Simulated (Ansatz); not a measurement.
# BrH₃NOSi radical: a ladder of functionals and wavefunction methods

How much do the methods differ for BrH₃NOSi radical? The plan is to run it at one geometry with functionals of several rungs and with coupled cluster, and see how far each lands from CCSD(T) at the basis-set limit for the atomisation energy.

Method: functionals in def2-TZVPP, the program's frozen cores in correlated methods; program: Ansatz 0.2.0, Gaussian basis.

The runs, in order: LDA (SPW92), PBE-D4, revPBE-D4, BLYP-D4, r2SCAN-D4, B97M-V, PBE0-D4, B3LYP-D4, r2SCANh-D4, r2SCAN0-D4, HSE06-D4, BHLYP-D4, CAM-B3LYP-D4, LC-ωPBE, ωB97X-V, ωB97M-V, B2PLYP, PBE-QIDH; CCSD(T)/def2-SVP; CCSD(T)/def2-TZVPP; MP2/def2-QZVPP; extrapolation to the limit; RPA on PBE.

### 1 The geometry

An earlier PBE0-D4 in a triple-zeta def2 set relaxation fixed the geometry.

SMILES `N[Si](O)Br`, 7 atoms, charge 0, spin multiplicity 2.

Atoms are counted from 1 here; the program's logs count them from 0.

Bond lengths: N1–Si2 1.700 Å, N1–H5 1.008 Å, N1–H6 1.006 Å, Si2–O3 1.644 Å, Si2–Br4 2.253 Å, O3–H7 0.959 Å. Angles: Si2–N1–H5 120.3°, Si2–N1–H6 121.3°, H5–N1–H6 113.0°, N1–Si2–O3 104.1°, N1–Si2–Br4 107.5°, O3–Si2–Br4 113.6°, Si2–O3–H7 116.4°.

### 2 LDA

This LDA is Slater exchange with PW92 correlation.

in.yaml

```yaml
crystal:
  periodic: [false, false, false]
  atoms:
    - {symbol: N, position_ang: [-0.457105, 1.090430, -0.258860]}
    - {symbol: Si, position_ang: [0.156315, -0.266008, 0.562279]}
    - {symbol: O, position_ang: [1.247030, -0.909235, -0.485648]}
    - {symbol: Br, position_ang: [-1.579809, -1.631284, 1.006830]}
    - {symbol: H, position_ang: [0.156904, 1.675612, -0.802929]}
    - {symbol: H, position_ang: [-1.272326, 1.577455, 0.073706]}
    - {symbol: H, position_ang: [1.810192, -1.604968, -0.140977]}
basis:
  gaussian: {orbitals: def2-TZVPP}
magnetization: {spin_polarized: true, initial_magnetization: 1}
hamiltonian: {xc: lda}
output: {orbitals: {seedname: orbitals}}
```

Run with:

```sh
$ ansatz run in.yaml --threads 4 --pin off --events-out ev --progress --plain --max-ram 10444MiB
```

Further steps of the session: PBE-D4 (GGA); revPBE-D4 (GGA); BLYP-D4 (GGA); r2SCAN-D4 (meta-GGA); B97M-V (meta-GGA); PBE0-D4 (hybrid); B3LYP-D4 (hybrid); r2SCANh-D4 (hybrid); r2SCAN0-D4 (hybrid); HSE06-D4 (hybrid); BHLYP-D4 (hybrid); CAM-B3LYP-D4 (range-separated); LC-ωPBE (range-separated); ωB97X-V (range-separated); ωB97M-V (range-separated); B2PLYP (double hybrid); PBE-QIDH (double hybrid); CCSD(T) in def2-SVP; CCSD(T) in def2-TZVPP; MP2 in def2-QZVPP; RPA on PBE orbitals.

**Question.** What will the summary of the whole plan be? Wanted: atomisation energy, CCSD(T)/CBS; farthest beyond LDA; mean size of error, GGA; mean size of error, meta-GGA; mean size of error, hybrid; mean size of error, range-separated; mean size of error, double hybrid; gap, smallest and largest; T1 diagnostic.

**Answer**, as computed:

```
                               quantity                                                                                                value
        atomisation energy, CCSD(T)/CBS                                                                                        2398.2 kJ/mol
 functionals within 24.0 kJ/mol (1.0 %)  BLYP-D4, r2SCAN-D4, B97M-V, PBE0-D4, B3LYP-D4, r2SCANh-D4, HSE06-D4, CAM-B3LYP-D4, ωB97X-V, ωB97M-V
                    farthest beyond LDA                                                                             BHLYP-D4 (-107.0 kJ/mol)
                mean size of error, GGA                                                                                          24.1 kJ/mol
           mean size of error, meta-GGA                                                                                           9.2 kJ/mol
             mean size of error, hybrid                                                                                          38.1 kJ/mol
    mean size of error, range-separated                                                                                          12.0 kJ/mol
      mean size of error, double hybrid                                                                                          42.7 kJ/mol
              gap, smallest and largest                                                             1.08 eV (LDA (SPW92)), 8.50 eV (LC-ωPBE)
                          T1 diagnostic                                                                                               0.0119
triples share of the correlation energy                                                                                                3.6 %
```

LDA overbinds by 379.4 kJ/mol (16 %). PBE-D4 misses by +46.3 kJ/mol. Double hybrids carry the basis error of their MP2 part in triple zeta, and no dispersion term here, so their miss is partly the set-up's. The rungs meta-GGA, range-separated miss on average by less than the doubt on the reference (24.0 kJ/mol), so they tie. The reference freezes the cores and leaves out relativity and excitations past (T), and its outer-core shells are covered unevenly, so misses under about 24.0 kJ/mol can't be ranked. All levels share the lack of spin-orbit coupling, which lowers the free heavy atoms and so the true binding. Hartree-Fock recovers 67 % of the binding; the rest is correlation. CCSD(T) in def2-SVP is off by -259.0 kJ/mol, worse than the median functional, from the basis alone. Orbital gaps span 1.1 to 8.5 eV; exact exchange widens them. Correlated methods include outer-core shells of Br, which these sets cover unevenly.
